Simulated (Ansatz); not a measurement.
# NbRh: how the settings move a single-point run

Aim: see which settings change the result for NbRh, by how much, and at what cost.

Computed with Ansatz 0.2.0 (reference: DFT, r2SCAN, PAW with Ansatz's default frozen-core files, scalar-relativistic, unless a step's input says otherwise).

1 further run of the same task is left out (it didn't finish).

### 1 Starting point

The structure is monoclinic, space group Cm (No. 8). The conventional cell has a = 4.019 Å, b = 4.019 Å, c = 3.809 Å, α = 90.00°, β = 90.00°, γ = 90.00°. Around Nb (site symmetry m) lie 1 Rh at 1.77 Å. Rh (site symmetry m) is surrounded by 1 Nb at 1.77 Å.

Coordinates:

```cif
data_structure
_symmetry_space_group_name_H-M 'Cm'
_symmetry_Int_Tables_number 8
_cell_length_a 4.0192
_cell_length_b 4.0192
_cell_length_c 3.8090
_cell_angle_alpha 90.000
_cell_angle_beta 90.000
_cell_angle_gamma 90.000
_cell_volume 61.53
loop_
_atom_site_label
_atom_site_type_symbol
_atom_site_symmetry_multiplicity
_atom_site_Wyckoff_symbol
_atom_site_fract_x
_atom_site_fract_y
_atom_site_fract_z
_atom_site_occupancy
Nb1 Nb 2 a 0.91000 0.00000 0.91000 1
Rh1 Rh 2 a 0.59000 0.00000 0.59000 1
```

### 2 Reference

The input, input.yaml:

```yaml
crystal:
  lattice:
    - [2.842, 0.0, 0.0]
    - [0.0, 2.842, 0.0]
    - [0.0, 0.0, 3.809]
  atoms:
    - { symbol: Nb, position: [-0.09, -0.09, -0.09] }
    - { symbol: Rh, position: [0.59, 0.59, 0.59] }
kpoints:
  mp_grid: { grid: [11, 11, 8] }
scf:
  occupations: { method: fermi_dirac, width: 0.05 }
hamiltonian:
  xc: r2scan
  pseudopotentials: { kind: paw }
output:
  forces: true
  stress: true
  eigenvalues: true
  efg: { contact_densities: true }
  populations: true
```

The run is started by

```
$ ansatz run input.yaml --threads 1 --pin off --max-ram 2048MiB --backend cpu --events-out ev --progress --plain --runs-dir out
```

### 3 Changed: mp_grid.grid [7, 7, 5], mp_grid.shift [0.5, 0.5, 0.5], occupations.method cold, occupations.width 0.005

Edit input.yaml of step 2 so:

```diff
@@ -9,5 +9,5 @@
 kpoints:
-  mp_grid: { grid: [11, 11, 8] }
+  mp_grid: { grid: [7, 7, 5], shift: [0.5, 0.5, 0.5] }
 scf:
-  occupations: { method: fermi_dirac, width: 0.05 }
+  occupations: { method: cold, width: 0.005 }
 hamiltonian:
```

### 4 Changed: mp_grid.grid [9, 9, 6], accuracy medium, ecutwfc 18.4 Ry

Edit input.yaml of step 2 so:

```diff
@@ -9,3 +9,3 @@
 kpoints:
-  mp_grid: { grid: [11, 11, 8] }
+  mp_grid: { grid: [9, 9, 6] }
 scf:
@@ -21 +21,4 @@
   populations: true
+accuracy: medium
+basis:
+  ecutwfc: "18.4 Ry"
```

What does the calculation give? Wanted: for each run, ending; energy change; pressure; gap; force.

**Answer**, as computed:

```csv
run,ending,energy change,pressure (GPa),gap (eV),force (eV/Å),cycles,time
reference,converged,0,120.3,0.00,26.85,8,49 s
"1: mp_grid.grid [7, 7, 5], mp_grid.shift [0.5, 0.5, 0.5], occupations.method cold, occupations.width 0.005",converged,-0.5 meV/atom (σ→0),119.9,0.00,26.96,8,16 s
"2: mp_grid.grid [9, 9, 6], accuracy medium, ecutwfc 18.4 Ry",converged,+1.01 eV/atom,123.0,0.00,27.50,9,12 s
```

Residual by cycle in the longest SCF loop of each run; runs are numbered as in the table. The quantity is the density residual dr2, in eV.

```csv
cycle,reference,run 1,run 2
1,0.175,0.176,0.192
2,0.0266,0.361,0.0599
3,0.0244,0.00966,0.12
4,0.00228,0.0012,0.00391
5,2.1e-4,1.2e-4,2.0e-4
6,8.5e-6,8.7e-6,1.8e-5
7,7.3e-7,5.5e-7,2.0e-6
8,6.2e-8,6.5e-8,1.9e-7
9,-,-,1.5e-8
```

**Reading.** Run 2 ran under the cutoff that the potentials recommend, as the log warns, so basis error is mixed into its values. The structure is not at rest: the sound run finds 120 GPa, so these are no properties of the relaxed crystal. 
